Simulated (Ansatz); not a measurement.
# Ba3Ca: the cost of one run

Program: Ansatz 0.2.0 through its Python package. Level of theory: DFT PBEsol, plane waves, PAW. These are calculated values, not measurements.

## (1) The system

The structure is tetragonal, space group I4/mmm (No. 139). Conventional cell: a = 6.156 Å, b = 6.156 Å, c = 12.795 Å, α = 90.00°, β = 90.00°, γ = 90.00°. Ba (site symmetry -4m2) has 8 Ba at 4.35 to 4.44 Å and 4 Ca at 4.44 Å as nearest neighbours. Ba (site symmetry 4/mmm) has 4 Ca at 4.35 Å and 8 Ba at 4.44 Å as nearest neighbours. Ca (site symmetry 4/mmm) has 12 Ba at 4.35 to 4.44 Å as nearest neighbours.

The script holds or builds the structure itself.

## (2) Script

ba3ca_smear.py reads:

```python
'''How the energy of Ba3Ca depends on the smearing.'''

import warnings

import ansatz
import matplotlib.pyplot as plt

warnings.simplefilter('ignore', ansatz.DeckWarning)

crystal = (
    ansatz.Lattice.from_parameters(6.15577, 6.15577, 12.79523, alpha=90, beta=90, gamma=90)
    .space_group(139, hermann_mauguin='I4/mmm')
    .atom('Ba', (0.0, 0.5, 0.25))
    .atom('Ba', (0.5, 0.5, 0.0))
    .atom('Ca', (0.0, 0.0, 0.0))
    .primitive()
)

job = (
    crystal.calculation()
    .accuracy('medium')  # preset for grids and thresholds
    .basis(420, xc_grid=3)
    .functional(ansatz.Functional.PBESOL)
    .kpoints(length=27)  # the mesh must be finer for metals
)

rows = []
for value in [0.5, 0.3, 0.2, 0.1]:
    report = job.occupations('fermi_dirac', width=value).run(threads=1).report
    rows.append((value, report['free_energy_ev'] / len(report['lattice']['sites']), report['n_iterations'], report['n_kpoints']))

print('  width (eV)   F/atom (eV)    iterations      k-points')
for row in rows:
    print(f'{str(row[0]):>12s}  {row[1]:12.5f}  {row[2]:12d}  {row[3]:12d}')

# the last row is the reference
for row in rows[:-1]:
    shift = 1000 * (row[1] - rows[-1][1])
    print(f'{row[0]}: {shift:+.2f} meV/atom' + ('  (within 2 meV)' if abs(shift) < 2 else ''))
plt.figure(figsize=(4.5, 3))
plt.plot([str(row[0]) for row in rows], [1000 * (row[1] - rows[-1][1]) for row in rows], 'o-')
plt.xlabel('width (eV)')
plt.ylabel('F - F(last) (meV/atom)')
plt.tight_layout()
plt.savefig('smear.png', dpi=100)
```

## (3) The input behind the calls

The package turns the script's settings into the engine's input (first run):

```yaml
crystal:
  lattice:
    a: 6.15577
    b: 6.15577
    c: 12.79523
    alpha: 90.0
    beta: 90.0
    gamma: 90.0
  space_group: 139
  setting:
    hermann_mauguin: I4/mmm
  atoms:
    - { symbol: Ba, position: [0.0, 0.5, 0.25] }
    - { symbol: Ba, position: [0.5, 0.5, 0.0] }
    - { symbol: Ca, position: [0.0, 0.0, 0.0] }
  reduce_to_primitive: true
accuracy: medium
basis:
  ecutwfc: 420.0
  xc_grid: 3
kpoints:
  mp_grid:
    grid: [5, 5, 6]
hamiltonian:
  xc: pbesol
scf:
  occupations:
    method: fermi_dirac
    width: 0.5
```

## (4) Launch

Launch:

```bash
> python ba3ca_smear.py
```

Q: Estimate wall time and peak memory on 1 thread of Arm Neoverse V1, shared host.

About 97 s, with a peak of 0.95 GiB.
